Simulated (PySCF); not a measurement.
# Pb3: other functionals and bases at one geometry

The task here is to estimate one member of a computed series from the others.

Program: PySCF 2.14.0. Level of theory: several levels, as the steps say, no spin–orbit coupling. These are calculated values, not measurements.

2 further runs of the same task are left out: 2 for a known fault of the program. Runs told in other sessions of the task aren't counted.

### Where the work starts

3 atoms, charge 0, spin multiplicity 3.

Bond lengths: Pb1–Pb2 3.035 Å, Pb1–Pb3 3.035 Å, Pb2–Pb3 3.035 Å. Angles: Pb2–Pb1–Pb3 60.0°, Pb1–Pb2–Pb3 60.0°, Pb1–Pb3–Pb2 60.0°.

As a file:

```xyz
3
charge 0, multiplicity 3
Pb    1.75238   -0.00003    0.00000
Pb   -0.87616    1.51762    0.00000
Pb   -0.87622   -1.51759    0.00000
```

An earlier session relaxed this geometry at BP86, Pb def2-SVP with ECP60 (triplet, point group D3h).

At BP86 on the finer grid: E = -579.128637 Eh, HOMO -4.60 eV, LUMO -4.00 eV (over both spins), ⟨S²⟩ = 2.001, Mulliken charge on Pb1 -0.00 e, largest force component 0.024 eV/Å. 

Levels to run: PBE0; revPBE; CAM-B3LYP; B3LYP; BP86, TZVP; BP86, x2c-SVP. Hardware: 2 threads of Arm Neoverse V1, shared host.

Set-up of the first run:

run.py (the lines that set the calculation) reads:

```python
mol = gto.M(atom='''
Pb     1.75238    -0.00003     0.00000
Pb    -0.87616     1.51762     0.00000
Pb    -0.87622    -1.51759     0.00000''',
    basis={'Pb': 'def2-SVP'},
    ecp={'Pb': 'def2-SVP'},
    charge=0, spin=2)
mf = dft.UKS(mol, xc='PBE0')
mf.grids.atom_grid = (75, 302)
mf = mf.density_fit()  # fitting sets: Pb def2-universal-JKFIT
mf.conv_tol = 1e-08; mf.max_cycle = 55
mf.kernel(dm0)  # dm0: the density of the relaxed state
```

Command:

```console
$ OMP_NUM_THREADS=2 python run.py
```

Steps of the session up to this table: PBE0; revPBE; CAM-B3LYP; B3LYP; BP86, TZVP; BP86, x2c-SVP.

One table of the session follows, with a row left open; its other results are not shown here.

```
              level  HOMO (eV)  gap (eV)  largest force component (eV/Å)
BP86 (relaxed here)      -4.60      0.60                            0.02
               PBE0      -5.03      1.84                            0.31
             revPBE      -4.33      0.63                            0.14
          CAM-B3LYP          ?         ?                               ?
              B3LYP      -4.93      1.51                            0.03
         BP86, TZVP      -4.59      0.62                            0.15
      BP86, x2c-SVP      -4.63      0.57                            0.27
```

Q: Estimate the row for CAM-B3LYP from the others.

**Answer.** HOMO (eV): -5.88; gap (eV): 3.57; largest force component (eV/Å): 0.43. In the column «HOMO (eV)» it is the lowest.

In one basis the HOMO–LUMO gap runs from 0.60 eV (BP86) to 3.57 eV (CAM-B3LYP). The largest leftover force, 0.43 eV/Å with CAM-B3LYP, stands at a geometry relaxed at another level. Total energies of different levels can't be compared.
